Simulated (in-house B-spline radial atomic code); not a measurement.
**Ni⁶⁺: excited configurations in jj coupling**

Wanted: excitation energies of Ni⁶⁺ as differences of total energies (ΔSCF).

Program: in-house B-spline radial atomic code version 1. Level of theory: Dirac-Hartree-Fock, average of configuration, Fermi nucleus, basis-set limit. These are calculated values, not measurements, unless marked.

## 1. What is computed

- element: nickel (Z = 28)
- charge: +6
- electrons: 22
- configuration: 1s2 2s2 2p6 3s2 3p6 3d-4
- Hamiltonian: Dirac-Coulomb
- nucleus: Fermi, rms radius 3.776 fm

In configurations, a minus sign after the shell means j = l − 1/2 and a plus sign j = l + 1/2; the count of electrons follows.

The run's settings:

```ini
Z = 28
electrons = 22.0
configuration = 1s2 2s2 2p6 3s2 3p6 3d-4
hamiltonian = dirac
method = hf
spin_polarised = False
nucleus = fermi
rms_radius = 3.7757
mass_number = 58
atomic_mass = 57.93534165
speed_of_light = 137.035999084
```

The reference is known from an earlier run: -1508.577885 hartree in all. Up to eight levels, counted from the top:

```csv
orbital,occupation,energy (eV),<r> (bohr)
1s1/2,2,-8528.50,0.05406
2s1/2,2,-1175.87,0.2433
2p1/2,2,-1038.75,0.2131
2p3/2,4,-1017.72,0.2154
3s1/2,2,-249.62,0.7097
3p1/2,2,-208.75,0.7237
3p3/2,4,-197.42,0.7353
3d3/2,4,-133.28,0.7522
```

## 2. Run with 1s2 2s2 2p6 3s2 3p-1 3p+4 3d-3 3d+1 6s1

The run's settings:

```ini
Z = 28
electrons = 22.0
configuration = 1s2 2s2 2p6 3s2 3p-1 3p+4 3d-3 3d+1 6s1
hamiltonian = dirac
method = hf
spin_polarised = False
nucleus = fermi
rms_radius = 3.7757
mass_number = 58
atomic_mass = 57.93534165
speed_of_light = 137.035999084
```

## 3. Configuration 1s2 2s2 2p6 3s2 3p6 3d+3 5s1

The settings differ from step 2 so:

```diff
@@ -2,3 +2,3 @@
 electrons = 22.0
-configuration = 1s2 2s2 2p6 3s2 3p-1 3p+4 3d-3 3d+1 6s1
+configuration = 1s2 2s2 2p6 3s2 3p6 3d+3 5s1
 hamiltonian = dirac
```

## 4. Run with 1s2 2s2 2p6 3s2 3p-2 3p+3 3d-1 3d+3 7s1

The settings differ from step 3 so:

```diff
@@ -2,3 +2,3 @@
 electrons = 22.0
-configuration = 1s2 2s2 2p6 3s2 3p6 3d+3 5s1
+configuration = 1s2 2s2 2p6 3s2 3p-2 3p+3 3d-1 3d+3 7s1
 hamiltonian = dirac
```

## 5. Run with 1s2 2s2 2p6 3s2 3p-1 3p+4 3d+4 4p+1

The settings differ from step 4 so:

```diff
@@ -2,3 +2,3 @@
 electrons = 22.0
-configuration = 1s2 2s2 2p6 3s2 3p-2 3p+3 3d-1 3d+3 7s1
+configuration = 1s2 2s2 2p6 3s2 3p-1 3p+4 3d+4 4p+1
 hamiltonian = dirac
```

## 6. 1s2 2s2 2p6 3s2 3p6 3d+3 5f+1

The settings differ from step 5 so:

```diff
@@ -2,3 +2,3 @@
 electrons = 22.0
-configuration = 1s2 2s2 2p6 3s2 3p-1 3p+4 3d+4 4p+1
+configuration = 1s2 2s2 2p6 3s2 3p6 3d+3 5f+1
 hamiltonian = dirac
```

## 7. Run with 1s2 2s2 2p6 3s2 3p-2 3p+3 3d+4 4f-1

The settings differ from step 6 so:

```diff
@@ -2,3 +2,3 @@
 electrons = 22.0
-configuration = 1s2 2s2 2p6 3s2 3p6 3d+3 5f+1
+configuration = 1s2 2s2 2p6 3s2 3p-2 3p+3 3d+4 4f-1
 hamiltonian = dirac
```

## 8. 1s2 2s2 2p6 3s2 3p6 3d+3 4p+1

The settings differ from step 7 so:

```diff
@@ -2,3 +2,3 @@
 electrons = 22.0
-configuration = 1s2 2s2 2p6 3s2 3p-2 3p+3 3d+4 4f-1
+configuration = 1s2 2s2 2p6 3s2 3p6 3d+3 4p+1
 hamiltonian = dirac
```

## 9. 1s2 2s2 2p6 3s2 3p6 3d-1 3d+2 5p+1

The settings differ from step 8 so:

```diff
@@ -2,3 +2,3 @@
 electrons = 22.0
-configuration = 1s2 2s2 2p6 3s2 3p6 3d+3 4p+1
+configuration = 1s2 2s2 2p6 3s2 3p6 3d-1 3d+2 5p+1
 hamiltonian = dirac
```

## 10. Run with 1s2 2s2 2p6 3s2 3p6 3d-2 3d+1 5g-1

The settings differ from step 9 so:

```diff
@@ -2,3 +2,3 @@
 electrons = 22.0
-configuration = 1s2 2s2 2p6 3s2 3p6 3d-1 3d+2 5p+1
+configuration = 1s2 2s2 2p6 3s2 3p6 3d-2 3d+1 5g-1
 hamiltonian = dirac
```

How far above the reference does each configuration lie (order and size, in eV)?

**Answer**, as computed:

| net move | configuration | energy above the reference (eV) | with Breit, QED, recoil (eV) | largest <r> (bohr) |
| --- | --- | --- | --- | --- |
| 4×3d3/2 → 3×3d5/2, 4p3/2 | 1s2 2s2 2p6 3s2 3p6 3d+3 4p+1 | 58.718 | 58.643 | 1.85 |
| 4×3d3/2 → 3×3d5/2, 5s | 1s2 2s2 2p6 3s2 3p6 3d+3 5s1 | 86.823 | 86.745 | 3.15 |
| 3×3d3/2 → 2×3d5/2, 5p3/2 | 1s2 2s2 2p6 3s2 3p6 3d-1 3d+2 5p+1 | 91.817 | 91.752 | 3.39 |
| 4×3d3/2 → 3×3d5/2, 5f7/2 | 1s2 2s2 2p6 3s2 3p6 3d+3 5f+1 | 105.21 | 105.12 | 4.30 |
| 2×3d3/2 → 3d5/2, 5g7/2 | 1s2 2s2 2p6 3s2 3p6 3d-2 3d+1 5g-1 | 105.58 | 105.54 | 3.92 |
| 4×3d3/2, 3p1/2 → 4×3d5/2, 4p3/2 | 1s2 2s2 2p6 3s2 3p-1 3p+4 3d+4 4p+1 | 125.04 | 124.82 | 1.85 |
| 4×3d3/2, 3p3/2 → 4×3d5/2, 4f5/2 | 1s2 2s2 2p6 3s2 3p-2 3p+3 3d+4 4f-1 | 159.83 | 159.64 | 2.45 |
| 3d3/2, 3p1/2 → 3d5/2, 6s | 1s2 2s2 2p6 3s2 3p-1 3p+4 3d-3 3d+1 6s1 | 176.96 | 176.79 | 5.01 |
| 3×3d3/2, 3p3/2 → 3×3d5/2, 7s | 1s2 2s2 2p6 3s2 3p-2 3p+3 3d-1 3d+3 7s1 | 181.89 | 181.73 | 7.30 |

**Reading.** At the bottom stands 4×3d3/2 → 3×3d5/2, 4p3/2 (58.718 eV), at the top 3×3d3/2, 3p3/2 → 3×3d5/2, 7s (181.89 eV). Koopmans' estimate of the ionisation threshold is 133.28 eV; 3 configurations exceed it by over 2 % and could autoionise. These are averages over configurations, without correlation, not spectroscopic levels.
